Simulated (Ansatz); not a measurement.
H5NSeSi, SMILES N[SiH2][SeH], a rigid torsion scan

With Ansatz's Python interface.

The cells in order, each with its output:

In [1]:
```python
import ansatz as az
from ase import Atoms
```

In [2]:
```python
BASIS_SET = 'def2-SVP'
XC = 'CAM-B3LYP'
FORCE_TOL = 0.02
```

In [3]:
```python
atoms = Atoms(['N', 'Si', 'Se', 'H', 'H', 'H', 'H', 'H'], positions=[
    (-1.0448, 0.1971, -0.6764),
    (0.4678, 0.3461, 0.1711),
    (1.1224, -1.7419, 0.7533),
    (-0.8458, -0.2941, -1.5645),
    (-1.3379, 1.2053, -1.0024),
    (0.311, 1.1888, 1.3778),
    (1.5031, 0.9631, -0.7064),
    (-0.0836, -1.9215, 1.5916),
])
```

In [4]:
```python
# relax first, so that the scan starts from a minimum
first = (
    az.Crystal.molecule_from_ase(atoms).calculation()
    .basis(gaussian=BASIS_SET)  # atom-centred Gaussian functions
    .functional(XC)
    .relax(force_tolerance=FORCE_TOL, max_steps=80)  # relax until the tolerances are met
)
atoms.positions = first.run(threads=1, backend='cpu').report['positions_ang']
```

In [5]:
```python
start = atoms.get_dihedral(2, 1, 0, 3)
energies = {}
for turn in range(0, 360, 30):
    turned = atoms.copy()
    turned.set_dihedral(2, 1, 0, 3, start + turn, indices=[0, 3, 4])
    setup = (
        az.Crystal.molecule_from_ase(turned).calculation()
        .basis(gaussian=BASIS_SET)
        .functional(XC)
    )
    energies[round((start + turn) % 360)] = setup.run(threads=1, backend='cpu').report['free_energy_ev']
floor = min(energies.values())
print('dihedral Se2-Si1-N0-H3 (deg)   E - E(min) (kcal/mol)')
for angle, e in sorted(energies.items()):
    print(f'{angle:8d} {23.060548 * (e - floor):14.3f}  ' + '#' * int(30 * (e - floor) / max(max(energies.values()) - floor, 1e-9)))
```
```text
dihedral Se2-Si1-N0-H3 (deg)   E - E(min) (kcal/mol)
      30          4.608  ##############################
      60          4.114  ##########################
      90          2.718  #################
     120          1.643  ##########
     150          1.769  ###########
     180          3.094  ####################
     210          4.141  ##########################
     240          3.257  #####################
     270          1.105  #######
     300          0.000
     330          1.087  #######
     360          3.309  #####################
```

The scan is rigid and the energies are electronic, in a modest basis. With rigid groups the curve can differ much from the relaxed path, the start wasn't checked as a minimum of this torsion, and equivalent turns needn't return to the same energy. The whole script took 4 min on 1 thread of Arm Neoverse N1, on a shared host, peak memory 0.29 GiB.

(A comment or docstring line of the script was reworded after the run, the code is as it ran.)
